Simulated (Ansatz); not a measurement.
# C6HF4 radical: energies up the ladder

The task, for C6HF4 radical: energies up the ladder. Spin multiplicity 2.

Method: the levels named in each step, in Ansatz 0.2.0.

### Step 1. The structure to begin with

Bond lengths: F1–C2 1.330 Å, C2–C3 1.365 Å, C3–C4 1.363 Å, C4–F5 1.330 Å, C4–C6 1.404 Å, C6–F7 1.335 Å, C6–C8 1.383 Å, C2–C9 1.404 Å, C8–C9 1.382 Å, C9–F10 1.335 Å, C8–H11 1.078 Å. Angles (14 of 16 angles, heavy atoms first): F1–C2–C3 123.0°, F1–C2–C9 119.7°, C3–C2–C9 117.3°, C2–C3–C4 124.4°, C3–C4–F5 123.0°, C3–C4–C6 117.3°, F5–C4–C6 119.7°, C4–C6–F7 119.3°, C4–C6–C8 120.7°, F7–C6–C8 120.0°, C6–C8–C9 119.6°, C2–C9–C8 120.7°, C2–C9–F10 119.3°, C8–C9–F10 120.0°.

Coordinates:

```xyz
11

F     2.5154   -1.0805   -0.0813
C     1.2851   -0.5757   -0.0438
C     0.1627   -1.3519   -0.0555
C    -1.1107   -0.8666   -0.0165
F    -2.1851   -1.6509   -0.0329
C    -1.2671    0.5275    0.0438
F    -2.4967    1.0457    0.0877
C    -0.1640    1.3616    0.0563
C     1.1046    0.8157    0.0123
F     2.1752    1.6133    0.0235
H    -0.2933    2.4313    0.0975
```

### Step 2. A rough first relaxation, PBE-D4/def2-SVPD

Contents of input.yaml:

```yaml
crystal:
  periodic: [false, false, false]
  atoms:
    - { symbol: F, position_ang: [2.51539, -1.08052, -0.08125] }
    - { symbol: C, position_ang: [1.28508, -0.57571, -0.04377] }
    - { symbol: C, position_ang: [0.16269, -1.3519, -0.05546] }
    - { symbol: C, position_ang: [-1.11067, -0.86656, -0.01652] }
    - { symbol: F, position_ang: [-2.18508, -1.65094, -0.03293] }
    - { symbol: C, position_ang: [-1.26707, 0.52755, 0.04382] }
    - { symbol: F, position_ang: [-2.4967, 1.04568, 0.08767] }
    - { symbol: C, position_ang: [-0.16401, 1.36156, 0.05627] }
    - { symbol: C, position_ang: [1.10464, 0.81566, 0.01233] }
    - { symbol: F, position_ang: [2.17517, 1.61331, 0.02347] }
    - { symbol: H, position_ang: [-0.2933, 2.43128, 0.09755] }
magnetization:
  spin_polarized: true
  initial_magnetization: 1
basis:
  gaussian: { orbitals: def2-SVPD }
hamiltonian:
  xc: pbe
  dispersion: d4
relax:
  f_tol: 0.03
  max_steps: 200
```

The run is started by

```console
$ ansatz run input.yaml --threads 8 --pin off --max-ram 22528MiB --backend cpu --events-out ev --progress --plain --runs-dir out
```

Output (excerpt; [...] marks lines left out):

```text
Warning: RAYON_NUM_THREADS=8 ignored (pool sized by the plan → 8); use --threads N
[...]
Functional definition: PBE
[...]
1818 factors; their error is unknown
[...]
mean field -17072.89335227 eV, -627.4172582732 hartree, gradient 5.0e-5 eV, S^2 0.756856; 2 other end points of the search recorded, 0 dependent functions left out
[...]
reference -17072.89341072 eV, -627.4172604212 hartree; 37, 36 occupied and 183, 184 virtual orbitals, 1818 factors
relax step   1: F+E_penalty+E_count = -17073.21243493 eV  Δ(F+E_penalty+E_count) = +0.000e0 eV  max|allowed force component| = 6.691e-1 eV/Å  Δτ_max = 0.0000 Å  (73 SCF iters, accepted)
[...]
relax step   3: F+E_penalty+E_count = -17073.26645714 eV  Δ(F+E_penalty+E_count) = -4.976e-3 eV  max|allowed force component| = 4.843e-2 eV/Å  Δτ_max = 0.0104 Å  (36 SCF iters, accepted)
[...]
relax step   4: F+E_penalty+E_count = -17073.26660371 eV  Δ(F+E_penalty+E_count) = -1.466e-4 eV  max|allowed force component| = 1.287e-2 eV/Å  Δτ_max = 0.0031 Å  (38 SCF iters, accepted)
1818 factors; their error is unknown
[...]
mean field -17072.95017879 eV, -627.4193466092 hartree, gradient 1.8e-5 eV, S^2 0.757287; 3 other end points of the search recorded, 0 dependent functions left out
[...]
reference -17072.95023745 eV, -627.4193487649 hartree; 37, 36 occupied and 183, 184 virtual orbitals, 1818 factors
Total energy: -17073.26666237 eV, -627.4309771663 hartree
Atom 0 at     2.542375    -1.099853    -0.086016 Å, force    -0.002505     0.000736    -0.000194 eV/Å
Atom 1 at     1.307122    -0.578571    -0.044912 Å, force     0.002807    -0.004465     0.000602 eV/Å
Atom 2 at     0.163357    -1.351446    -0.055905 Å, force    -0.000328     0.003950     0.000478 eV/Å
Atom 3 at    -1.131444    -0.874488    -0.015331 Å, force    -0.002081    -0.005443    -0.001697 eV/Å
Atom 4 at    -2.206811    -1.676192    -0.028645 Å, force     0.002662     0.001830     0.000297 eV/Å
Atom 5 at    -1.280465     0.527541     0.041878 Å, force    -0.001710     0.006123     0.001833 eV/Å
Atom 6 at    -2.519888     1.049022     0.083231 Å, force    -0.003399     0.001773    -0.000246 eV/Å
Atom 7 at    -0.165865     1.372740     0.056294 Å, force     0.001770    -0.012867    -0.000640 eV/Å
Atom 8 at     1.117854     0.818562     0.013073 Å, force     0.000346     0.006924    -0.000553 eV/Å
Atom 9 at     2.197241     1.621441     0.026376 Å, force     0.002368     0.002104     0.000209 eV/Å
Atom 10 at    -0.297336     2.460654     0.101136 Å, force     0.000069    -0.000666    -0.000089 eV/Å
Dipole moment:    -0.022146     0.183257     0.007543 e Å
```

It took 12 s on 8 threads of Intel Xeon Platinum 8488C (Sapphire Rapids), shared host; peak memory 0.48 GiB.

Relaxation path:

```csv
step,energy from step 1 (eV),largest force component (eV/Å)
1,0.0000,0.6691
2,-0.0490,0.1780
3,-0.0540,0.0484
4,-0.0542,0.0129
```

Step 1 is the start.

Before: Bond lengths: F1–C2 1.330 Å, C2–C3 1.365 Å, C3–C4 1.363 Å, C4–F5 1.330 Å, C4–C6 1.404 Å, C6–F7 1.335 Å, C6–C8 1.383 Å, C2–C9 1.404 Å, C8–C9 1.382 Å, C9–F10 1.335 Å, C8–H11 1.078 Å. Angles (14 of 16 angles, heavy atoms first): F1–C2–C3 123.0°, F1–C2–C9 119.7°, C3–C2–C9 117.3°, C2–C3–C4 124.4°, C3–C4–F5 123.0°, C3–C4–C6 117.3°, F5–C4–C6 119.7°, C4–C6–F7 119.3°, C4–C6–C8 120.7°, F7–C6–C8 120.0°, C6–C8–C9 119.6°, C2–C9–C8 120.7°, C2–C9–F10 119.3°, C8–C9–F10 120.0°.

After: Bond lengths: F1–C2 1.341 Å, C2–C3 1.380 Å, C3–C4 1.380 Å, C4–F5 1.341 Å, C4–C6 1.411 Å, C6–F7 1.345 Å, C6–C8 1.399 Å, C2–C9 1.411 Å, C8–C9 1.399 Å, C9–F10 1.345 Å, C8–H11 1.097 Å. Angles (14 of 16 angles, heavy atoms first): F1–C2–C3 123.0°, F1–C2–C9 120.6°, C3–C2–C9 116.3°, C2–C3–C4 125.7°, C3–C4–F5 123.0°, C3–C4–C6 116.3°, F5–C4–C6 120.6°, C4–C6–F7 118.9°, C4–C6–C8 121.1°, F7–C6–C8 120.0°, C6–C8–C9 119.4°, C2–C9–C8 121.1°, C2–C9–F10 118.9°, C8–C9–F10 120.0°.

### Step 3. Relaxation, PBE0-D4/def2-TZVPD

Contents of input.yaml:

```yaml
crystal:
  periodic: [false, false, false]
  atoms:
    - { symbol: F, position_ang: [2.54237477, -1.09985289, -0.08601561] }
    - { symbol: C, position_ang: [1.30712235, -0.57857074, -0.04491152] }
    - { symbol: C, position_ang: [0.16335692, -1.35144585, -0.05590539] }
    - { symbol: C, position_ang: [-1.13144425, -0.87448756, -0.01533138] }
    - { symbol: F, position_ang: [-2.20681116, -1.6761921, -0.02864483] }
    - { symbol: C, position_ang: [-1.28046498, 0.52754127, 0.04187784] }
    - { symbol: F, position_ang: [-2.51988799, 1.04902153, 0.08323149] }
    - { symbol: C, position_ang: [-0.16586474, 1.37273973, 0.05629422] }
    - { symbol: C, position_ang: [1.11785411, 0.81856176, 0.01307288] }
    - { symbol: F, position_ang: [2.19724074, 1.6214408, 0.02637648] }
    - { symbol: H, position_ang: [-0.29733578, 2.46065405, 0.10113582] }
magnetization:
  spin_polarized: true
  initial_magnetization: 1
basis:
  gaussian: { orbitals: def2-TZVPD }
hamiltonian:
  xc: pbe0
  dispersion: d4
relax:
  f_tol: 0.002
  max_steps: 150
```

The run is started by

```console
$ ansatz run input.yaml --threads 8 --pin off --max-ram 22528MiB --backend cpu --events-out ev --progress --plain --runs-dir out
```

Output (excerpt; [...] marks lines left out):

```text
Warning: RAYON_NUM_THREADS=8 ignored (pool sized by the plan → 8); use --threads N
[...]
Functional definition: PBE0
[...]
1883 factors; their error is unknown
[...]
mean field -17091.66175855 eV, -628.1069844823 hartree, gradient 6.9e-5 eV, S^2 0.762725; 0 other end points of the search recorded, 0 dependent functions left out
[...]
reference -17091.66181066 eV, -628.1069863974 hartree; 37, 36 occupied and 354, 355 virtual orbitals, 1883 factors
relax step   1: F+E_penalty+E_count = -17091.92779399 eV  Δ(F+E_penalty+E_count) = +0.000e0 eV  max|allowed force component| = 7.633e-1 eV/Å  Δτ_max = 0.0000 Å  (51 SCF iters, accepted)
[...]
relax step   4: F+E_penalty+E_count = -17092.00667549 eV  Δ(F+E_penalty+E_count) = -5.912e-5 eV  max|allowed force component| = 5.264e-3 eV/Å  Δτ_max = 0.0009 Å  (51 SCF iters, accepted)
[...]
Atom 1 at     1.291263    -0.566609    -0.044104 Å, force    -0.000820    -0.000440    -0.000002 eV/Å
Atom 2 at     0.161065    -1.332430    -0.055076 Å, force    -0.000008     0.000074    -0.000000 eV/Å
Atom 3 at    -1.118891    -0.859081    -0.015019 Å, force     0.000902    -0.000231    -0.000028 eV/Å
Atom 4 at    -2.179055    -1.654362    -0.028322 Å, force    -0.000285     0.000169     0.000014 eV/Å
Atom 5 at    -1.267022     0.522990     0.041575 Å, force     0.000092     0.000841     0.000041 eV/Å
Atom 6 at    -2.489906     1.042102     0.082470 Å, force    -0.000427    -0.000093    -0.000008 eV/Å
Atom 7 at    -0.163738     1.355160     0.055594 Å, force     0.000167    -0.001377    -0.000059 eV/Å
Atom 8 at     1.105886     0.810942     0.012936 Å, force    -0.000282     0.000793     0.000069 eV/Å
Atom 9 at     2.169762     1.607551     0.026234 Å, force     0.000430     0.000012    -0.000021 eV/Å
Atom 10 at    -0.293450     2.428465     0.099795 Å, force    -0.000006     0.000026    -0.000002 eV/Å
Dipole moment:    -0.021155     0.175043     0.007207 e Å
```

Run time: 61 s. Hardware: 8 threads of Intel Xeon Platinum 8488C (Sapphire Rapids), shared host; peak memory 2.2 GiB.

Step by step:

| step | energy from step 1 (eV) | largest force component (eV/Å) |
| --- | --- | --- |
| 1 | 0.0000 | 0.7633 |
| 2 | -0.0721 | 0.2636 |
| 3 | -0.0788 | 0.0353 |
| 4 | -0.0789 | 0.0053 |
| 5 | -0.0789 | 0.0014 |

Step 1 is the start.

Before: Bond lengths: F1–C2 1.341 Å, C2–C3 1.380 Å, C3–C4 1.380 Å, C4–F5 1.341 Å, C4–C6 1.411 Å, C6–F7 1.345 Å, C6–C8 1.399 Å, C2–C9 1.411 Å, C8–C9 1.399 Å, C9–F10 1.345 Å, C8–H11 1.097 Å. Angles (14 of 16 angles, heavy atoms first): F1–C2–C3 123.0°, F1–C2–C9 120.6°, C3–C2–C9 116.3°, C2–C3–C4 125.7°, C3–C4–F5 123.0°, C3–C4–C6 116.3°, F5–C4–C6 120.6°, C4–C6–F7 118.9°, C4–C6–C8 121.1°, F7–C6–C8 120.0°, C6–C8–C9 119.4°, C2–C9–C8 121.1°, C2–C9–F10 118.9°, C8–C9–F10 120.0°.

After: Bond lengths: F1–C2 1.325 Å, C2–C3 1.365 Å, C3–C4 1.365 Å, C4–F5 1.325 Å, C4–C6 1.391 Å, C6–F7 1.329 Å, C6–C8 1.382 Å, C2–C9 1.391 Å, C8–C9 1.382 Å, C9–F10 1.329 Å, C8–H11 1.082 Å. Angles (14 of 16 angles, heavy atoms first): F1–C2–C3 122.8°, F1–C2–C9 120.8°, C3–C2–C9 116.5°, C2–C3–C4 125.5°, C3–C4–F5 122.8°, C3–C4–C6 116.5°, F5–C4–C6 120.8°, C4–C6–F7 119.2°, C4–C6–C8 120.9°, F7–C6–C8 119.9°, C6–C8–C9 119.7°, C2–C9–C8 120.9°, C2–C9–F10 119.2°, C8–C9–F10 119.9°.

### Step 4. Relaxation, PBE0-D4/def2-SVPD

Contents of input.yaml:

```yaml
crystal:
  periodic: [false, false, false]
  atoms:
    - { symbol: F, position_ang: [2.51022689, -1.0853184, -0.08490244] }
    - { symbol: C, position_ang: [1.29126331, -0.5666091, -0.04410436] }
    - { symbol: C, position_ang: [0.16106464, -1.33243023, -0.05507557] }
    - { symbol: C, position_ang: [-1.11889137, -0.85908086, -0.01501942] }
    - { symbol: F, position_ang: [-2.17905498, -1.65436217, -0.02832186] }
    - { symbol: C, position_ang: [-1.26702209, 0.52299022, 0.04157524] }
    - { symbol: F, position_ang: [-2.48990638, 1.0421021, 0.08247024] }
    - { symbol: C, position_ang: [-0.1637382, 1.3551596, 0.05559403] }
    - { symbol: C, position_ang: [1.10588575, 0.81094219, 0.0129356] }
    - { symbol: F, position_ang: [2.16976199, 1.60755148, 0.02623374] }
    - { symbol: H, position_ang: [-0.29344956, 2.42846516, 0.09979479] }
magnetization:
  spin_polarized: true
  initial_magnetization: 1
basis:
  gaussian: { orbitals: def2-SVPD }
hamiltonian:
  xc: pbe0
  dispersion: d4
relax:
  f_tol: 0.004
  max_steps: 80
```

The run is started by

```console
$ ansatz run input.yaml --threads 8 --pin off --max-ram 22528MiB --backend cpu --events-out ev --progress --plain --runs-dir out
```

Output (excerpt; [...] marks lines left out):

```text
Warning: RAYON_NUM_THREADS=8 ignored (pool sized by the plan → 8); use --threads N
[...]
[... 1 set-up line as earlier in the session ...]
[...]
1818 factors; their error is unknown
[...]
mean field -17072.81797502 eV, -627.4144882105 hartree, gradient 2.0e-5 eV, S^2 0.762019; 0 other end points of the search recorded, 0 dependent functions left out
[...]
reference -17072.81802002 eV, -627.4144898639 hartree; 37, 36 occupied and 183, 184 virtual orbitals, 1818 factors
relax step   1: F+E_penalty+E_count = -17073.08652486 eV  Δ(F+E_penalty+E_count) = +0.000e0 eV  max|allowed force component| = 3.746e-1 eV/Å  Δτ_max = 0.0000 Å  (42 SCF iters, accepted)
[...]
relax step   4: F+E_penalty+E_count = -17073.09556301 eV  Δ(F+E_penalty+E_count) = +7.506e-6 eV  max|allowed force component| = 1.567e-2 eV/Å  Δτ_max = 0.0011 Å  (35 SCF iters, rejected (line search))
[...]
Atom 1 at     1.297747    -0.570919    -0.044381 Å, force    -0.000333    -0.002495    -0.000108 eV/Å
Atom 2 at     0.162258    -1.342304    -0.055480 Å, force    -0.000036     0.000299     0.000009 eV/Å
Atom 3 at    -1.124161    -0.864817    -0.015155 Å, force     0.000918    -0.002345    -0.000098 eV/Å
Atom 4 at    -2.185054    -1.657717    -0.028349 Å, force     0.000023     0.002411     0.000088 eV/Å
Atom 5 at    -1.272660     0.524407     0.041724 Å, force     0.001227     0.001538     0.000048 eV/Å
Atom 6 at    -2.495366     1.041836     0.082544 Å, force    -0.000269    -0.001735    -0.000064 eV/Å
Atom 7 at    -0.164529     1.361701     0.055866 Å, force    -0.000083     0.000682     0.000015 eV/Å
Atom 8 at     1.111024     0.813666     0.012958 Å, force    -0.001557     0.001198     0.000107 eV/Å
Atom 9 at     2.175127     1.608599     0.026183 Å, force     0.000674    -0.001620    -0.000083 eV/Å
Atom 10 at    -0.295098     2.442102     0.100360 Å, force     0.000032    -0.000268    -0.000018 eV/Å
Dipole moment:    -0.021331     0.176507     0.007268 e Å
```

Run time: 23 s. Hardware: 8 threads of Intel Xeon Platinum 8488C (Sapphire Rapids), shared host; peak memory 1 GiB.

Step by step:

| step | E - E(step 1) (eV) | largest force component (eV/Å) |
| --- | --- | --- |
| 1 | 0.0000 | 0.3746 |
| 2 | -0.0083 | 0.1165 |
| 3 | -0.0090 | 0.0125 |
| 4 | -0.0090 | 0.0157 |
| 5 | -0.0091 | 0.0025 |

Step 1 is the start. Step 4 was tried and not accepted.

Before: Bond lengths: F1–C2 1.325 Å, C2–C3 1.365 Å, C3–C4 1.365 Å, C4–F5 1.325 Å, C4–C6 1.391 Å, C6–F7 1.329 Å, C6–C8 1.382 Å, C2–C9 1.391 Å, C8–C9 1.382 Å, C9–F10 1.329 Å, C8–H11 1.082 Å. Angles (14 of 16 angles, heavy atoms first): F1–C2–C3 122.8°, F1–C2–C9 120.8°, C3–C2–C9 116.5°, C2–C3–C4 125.5°, C3–C4–F5 122.8°, C3–C4–C6 116.5°, F5–C4–C6 120.8°, C4–C6–F7 119.2°, C4–C6–C8 120.9°, F7–C6–C8 119.9°, C6–C8–C9 119.7°, C2–C9–C8 120.9°, C2–C9–F10 119.2°, C8–C9–F10 119.9°.

After: Bond lengths: F1–C2 1.325 Å, C2–C3 1.373 Å, C3–C4 1.373 Å, C4–F5 1.325 Å, C4–C6 1.398 Å, C6–F7 1.328 Å, C6–C8 1.389 Å, C2–C9 1.398 Å, C8–C9 1.389 Å, C9–F10 1.328 Å, C8–H11 1.089 Å. Angles (14 of 16 angles, heavy atoms first): F1–C2–C3 122.8°, F1–C2–C9 120.7°, C3–C2–C9 116.5°, C2–C3–C4 125.4°, C3–C4–F5 122.8°, C3–C4–C6 116.5°, F5–C4–C6 120.7°, C4–C6–F7 119.1°, C4–C6–C8 121.0°, F7–C6–C8 120.0°, C6–C8–C9 119.6°, C2–C9–C8 121.0°, C2–C9–F10 119.1°, C8–C9–F10 120.0°.

### Step 5. Frequencies, PBE0-D4/def2-SVPD

Contents of input.yaml:

```yaml
crystal:
  periodic: [false, false, false]
  atoms:
    - { symbol: F, position_ang: [2.51685155, -1.0871419, -0.08509063] }
    - { symbol: C, position_ang: [1.29774707, -0.57091914, -0.04438051] }
    - { symbol: C, position_ang: [0.16225802, -1.34230403, -0.05548022] }
    - { symbol: C, position_ang: [-1.12416076, -0.86481699, -0.01515507] }
    - { symbol: F, position_ang: [-2.18505396, -1.65771707, -0.02834924] }
    - { symbol: C, position_ang: [-1.27266006, 0.5244066, 0.04172435] }
    - { symbol: F, position_ang: [-2.49536585, 1.0418356, 0.08254428] }
    - { symbol: C, position_ang: [-0.16452859, 1.36170055, 0.05586615] }
    - { symbol: C, position_ang: [1.11102367, 0.81366606, 0.01295805] }
    - { symbol: F, position_ang: [2.17512692, 1.60859867, 0.02618326] }
    - { symbol: H, position_ang: [-0.29509801, 2.44210163, 0.10035958] }
magnetization:
  spin_polarized: true
  initial_magnetization: 1
basis:
  gaussian: { orbitals: def2-SVPD }
hamiltonian:
  xc: pbe0
  dispersion: d4
phonons: {}
```

The run is started by

```console
$ ansatz run input.yaml --threads 8 --pin off --max-ram 22528MiB --backend cpu --events-out ev --progress --plain --runs-dir out
```

Output (excerpt; [...] marks lines left out):

```text
Warning: RAYON_NUM_THREADS=8 ignored (pool sized by the plan → 8); use --threads N
[...]
[... 1 set-up line as earlier in the session ...]
[...]
1818 factors; their error is unknown
[...]
mean field -17072.82774583 eV, -627.4148472809 hartree, gradient 7.0e-5 eV, S^2 0.762547; 2 other end points of the search recorded, 0 dependent functions left out
[...]
reference -17072.82779086 eV, -627.4148489360 hartree; 37, 36 occupied and 183, 184 virtual orbitals, 1818 factors
[...]
1818 factors; their error is unknown
mean field -17072.82764755 eV, -627.4148436694 hartree, gradient 1.4e-6 eV, S^2 0.762550; 0 other end points of the search recorded, 0 dependent functions left out
[...]
reference -17072.82769259 eV, -627.4148453245 hartree; 37, 36 occupied and 183, 184 virtual orbitals, 1818 factors
[...]
1818 factors; their error is unknown
[...]
Atom 3 at    -1.124161    -0.864817    -0.015155 Å, force     0.000915    -0.002344    -0.000111 eV/Å
Atom 4 at    -2.185054    -1.657717    -0.028349 Å, force     0.000024     0.002417     0.000092 eV/Å
Atom 5 at    -1.272660     0.524407     0.041724 Å, force     0.001229     0.001547     0.000061 eV/Å
Atom 6 at    -2.495366     1.041836     0.082544 Å, force    -0.000269    -0.001743    -0.000068 eV/Å
Atom 7 at    -0.164529     1.361701     0.055866 Å, force    -0.000082     0.000680     0.000015 eV/Å
Atom 8 at     1.111024     0.813666     0.012958 Å, force    -0.001562     0.001209     0.000095 eV/Å
Atom 9 at     2.175127     1.608599     0.026183 Å, force     0.000676    -0.001628    -0.000079 eV/Å
Atom 10 at    -0.295098     2.442102     0.100360 Å, force     0.000032    -0.000269    -0.000018 eV/Å
Dipole moment:    -0.021331     0.176504     0.007268 e Å
Vibrations: 125.90 192.38 269.63 289.56 294.76 347.97 373.39 413.63 492.80 494.07 661.07 691.63 697.44 711.42 766.13 861.08 927.39 1168.91 1197.48 1214.50 1370.78 1444.68 1483.11 1575.34 1657.79 1725.77 3246.28 cm⁻¹, zero-point energy 1.530887 eV
```

Wall time 1.7 min (8 threads of Intel Xeon Platinum 8488C (Sapphire Rapids), shared host); peak memory 1.4 GiB.

Harmonic frequencies (cm⁻¹; negative: imaginary): 126, 192, 270, 290, 295, 348, 373, 414, 493, 494, 661, 692, 697, 711, 766, 861, 927, 1169, 1197, 1214, 1371, 1445, 1483, 1575, 1658, 1726, 3246.

### Step 6. Single point, PBE-D4/def2-TZVPPD

Contents of input.yaml:

```yaml
crystal:
  periodic: [false, false, false]
  atoms:
    - { symbol: F, position_ang: [2.51022689, -1.0853184, -0.08490244] }
    - { symbol: C, position_ang: [1.29126331, -0.5666091, -0.04410436] }
    - { symbol: C, position_ang: [0.16106464, -1.33243023, -0.05507557] }
    - { symbol: C, position_ang: [-1.11889137, -0.85908086, -0.01501942] }
    - { symbol: F, position_ang: [-2.17905498, -1.65436217, -0.02832186] }
    - { symbol: C, position_ang: [-1.26702209, 0.52299022, 0.04157524] }
    - { symbol: F, position_ang: [-2.48990638, 1.0421021, 0.08247024] }
    - { symbol: C, position_ang: [-0.1637382, 1.3551596, 0.05559403] }
    - { symbol: C, position_ang: [1.10588575, 0.81094219, 0.0129356] }
    - { symbol: F, position_ang: [2.16976199, 1.60755148, 0.02623374] }
    - { symbol: H, position_ang: [-0.29344956, 2.42846516, 0.09979479] }
magnetization:
  spin_polarized: true
  initial_magnetization: 1
basis:
  gaussian: { orbitals: def2-TZVPPD.json }
hamiltonian:
  xc: pbe
  dispersion: d4
```

The run is started by

```console
$ ansatz run input.yaml --threads 8 --pin off --max-ram 22528MiB --backend cpu --events-out ev --progress --plain --runs-dir out
```

Output:

```text
Warning: RAYON_NUM_THREADS=8 ignored (pool sized by the plan → 8); use --threads N
Engine: ansatz 0.2.0, x86_64-unknown-linux-gnu
[... 1 set-up line as earlier in the session ...]
  parameter kappa = 0.804
  parameter beta = 0.06672455060314922
  exchange = pbe_x(kappa = kappa, mu = beta*pi^2/3)
  correlation = pbe_c(beta = beta)
1891 factors; their error is unknown
mean field evaluation 1: about -17076.8452 eV, gradient 5.4e1 eV
mean field evaluation 2: about -17033.2282 eV, gradient 9.4e1 eV
mean field evaluation 4: about -17089.0398 eV, gradient 2.2e1 eV
mean field evaluation 8: about -17091.7244 eV, gradient 1.0e0 eV
mean field evaluation 16: about -17091.6818 eV, gradient 2.0e-2 eV
mean field evaluation 32: about -17091.2831 eV, gradient 1.9e0 eV
mean field -17091.68180049 eV, -628.1077210102 hartree, gradient 3.3e-5 eV, S^2 0.756741; 2 other end points of the search recorded, 0 dependent functions left out
reference -17091.68187134 eV, -628.1077236136 hartree; 37, 36 occupied and 362, 363 virtual orbitals, 1891 factors
Total energy: -17092.00153016 eV, -628.1194708585 hartree
```

Wall time 7.7 s (8 threads of Intel Xeon Platinum 8488C (Sapphire Rapids), shared host); peak memory 1.1 GiB.

### Step 7. Single point, r2SCAN-D4/def2-TZVPPD

Changes to input.yaml since step 6:

```diff
@@ -20,3 +20,3 @@
 hamiltonian:
-  xc: pbe
+  xc: r2scan
   dispersion: d4
```

The run is started by

```console
$ ansatz run input.yaml --threads 8 --pin off --max-ram 22528MiB --backend cpu --events-out ev --progress --plain --runs-dir out
```

Output:

```text
Warning: RAYON_NUM_THREADS=8 ignored (pool sized by the plan → 8); use --threads N
[... 1 set-up line as earlier in the session ...]
Functional definition: r2SCAN
  parameter k0 = 0.174
  parameter k1 = 0.065
  parameter a1 = 4.9479
  exchange = r2scan_x(k0 = k0, k1 = k1, a1 = a1)
  correlation = r2scan_c
1891 factors; their error is unknown
mean field evaluation 1: about -17089.7894 eV, gradient 4.8e1 eV
mean field evaluation 2: about -17062.5293 eV, gradient 7.7e1 eV
mean field evaluation 4: about -17099.7041 eV, gradient 1.8e1 eV
mean field evaluation 8: about -17101.6488 eV, gradient 9.0e-1 eV
mean field evaluation 16: about -17101.6192 eV, gradient 4.4e-2 eV
mean field -17101.61919638 eV, -628.4729135733 hartree, gradient 6.6e-5 eV, S^2 0.763086; 0 other end points of the search recorded, 0 dependent functions left out
reference -17101.61922554 eV, -628.4729146448 hartree; 37, 36 occupied and 362, 363 virtual orbitals, 1891 factors
Total energy: -17101.70036508 eV, -628.4758964678 hartree
```

It took 8.2 s on 8 threads of Intel Xeon Platinum 8488C (Sapphire Rapids), shared host; peak memory 1.1 GiB.

(Part 1 of 2 ends here.)
